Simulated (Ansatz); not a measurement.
# SiH3F + Si2H4: a complex and its separated parts

Aim: how far the complex at one end of a reaction step lies below its separated, relaxed parts, level by level.

Program: Ansatz 0.2.0, Gaussian basis. Level of theory: PBE0-D4/def2-TZVP structures, single points in def2-TZVPP, no counterpoise correction. These are calculated values, not measurements.

Levels: SPW92, PBE-D4, BLYP-D4, r2SCAN-D4, B97M-V, PBE0-D4, B3LYP-D4, r2SCAN0-D4, BHLYP-D4, CAM-B3LYP-D4, wB97X-V, wB97M-V, B2PLYP, PBE-QIDH, RPA on PBE, Hartree-Fock, MP2, CCSD, CCSD(T).

Cores are frozen in the correlated methods. B3LYP uses VWN-RPA correlation. B2PLYP carries no dispersion term here.

56 further runs of the same task are left out: 56 set aside as unsound or not needed.

### 1 The starting structure

The complex: 11 atoms, charge 0, spin multiplicity 1.

Atoms are counted from 1 here; the program's logs count them from 0.

Bond lengths: Si1–F3 1.648 Å, Si1–H6 1.475 Å, Si1–H7 1.475 Å, Si1–H8 1.479 Å, Si2–H4 1.519 Å, Si2–Si5 2.375 Å, Si5–H9 1.495 Å, Si5–H10 1.491 Å, Si5–H11 1.492 Å. Angles: F3–Si1–H6 107.6°, F3–Si1–H7 107.6°, F3–Si1–H8 103.6°, H6–Si1–H7 113.2°, H6–Si1–H8 112.0°, H7–Si1–H8 112.1°, H4–Si2–Si5 91.8°, Si2–Si5–H9 106.2°, Si2–Si5–H10 113.1°, Si2–Si5–H11 114.9°, H9–Si5–H10 106.9°, H9–Si5–H11 107.8°, H10–Si5–H11 107.4°.

As a file:

```xyz
11
FH7Si3
Si   -1.3062   -1.9464    0.4362
Si   -0.5914    0.8450   -0.8806
F     0.0105   -1.1475   -0.1496
H     0.1625    0.5342   -2.1621
Si    1.3283    1.8471    0.0937
H    -1.8500   -1.1509    1.5532
H    -2.2597   -2.1124   -0.6770
H    -0.7532   -3.2399    0.8934
H     1.4732    3.1879   -0.5517
H     1.1837    2.0834    1.5592
H     2.6022    1.0996   -0.1148
```

Its parts: SiH3F holds atoms 1, 3, 6, 7, 8; Si2H4 holds atoms 2, 4, 5, 9, 10, 11. Each part counts its atoms afresh in its own runs.

### 2 Relaxing SiH3F alone

File relax-a/in.yaml:

```yaml
crystal:
  periodic: [false, false, false]
  atoms:
    - {symbol: Si, position_ang: [-1.306169, -1.946387, 0.436208]}
    - {symbol: F, position_ang: [0.010526, -1.147519, -0.149556]}
    - {symbol: H, position_ang: [-1.850044, -1.150858, 1.553232]}
    - {symbol: H, position_ang: [-2.259696, -2.112414, -0.676995]}
    - {symbol: H, position_ang: [-0.753219, -3.239931, 0.893395]}
basis:
  gaussian: {orbitals: def2-TZVP}
hamiltonian: {xc: pbe0, dispersion: d4}
relax: {f_tol: 0.005, max_steps: 200}
```

Command:

```console
> ansatz run in.yaml --threads 4 --pin off --events-out ev --progress --plain --max-ram 9574MiB
```

After this run come: Relaxing Si2H4 alone; SPW92/def2-TZVPP; PBE-D4/def2-TZVPP; BLYP-D4/def2-TZVPP; r2SCAN-D4/def2-TZVPP; B97M-V/def2-TZVPP; PBE0-D4/def2-TZVPP; B3LYP-D4/def2-TZVPP; r2SCAN0-D4/def2-TZVPP; BHLYP-D4/def2-TZVPP; CAM-B3LYP-D4/def2-TZVPP; wB97X-V/def2-TZVPP; wB97M-V/def2-TZVPP; B2PLYP/def2-TZVPP; PBE-QIDH/def2-TZVPP; RPA on PBE/def2-TZVPP; CCSD(T)/def2-TZVPP; MP2/def2-QZVPP; Vibrations of SiH3F; Vibrations of Si2H4.

Q: Predict the outcome of this session. Wanted: complex less parts, CCSD(T)/def2-TZVPP; with zero-point energy; largest T1 diagnostic.

**Answer**, as computed:

| quantity | value |
| --- | --- |
| complex less parts, CCSD(T)/def2-TZVPP | -0.233 eV |
| with zero-point energy | -0.164 eV |
| largest T1 diagnostic | 0.015 |

At CCSD(T) the complex lies 0.233 eV below its parts. Among the functionals B2PLYP lands nearest to CCSD(T) (+0.011 eV) and SPW92 farthest (-0.370 eV). By rung, the mean size of the error is: LDA 0.370, GGA 0.142, meta-GGA 0.115, hybrid 0.114, range-separated hybrid 0.106, double hybrid 0.038 eV. PBE-D4 gives a relative energy 0.178 eV too low, outside chemical accuracy (1 kcal/mol, 0.043 eV). No counterpoise was applied, and triple zeta lacks some correlation, so the CCSD(T) reference has a basis error of its own, and close matches with it are partly luck. The restricted Hartree–Fock reference is unstable towards an unrestricted one at one or more of these structures.
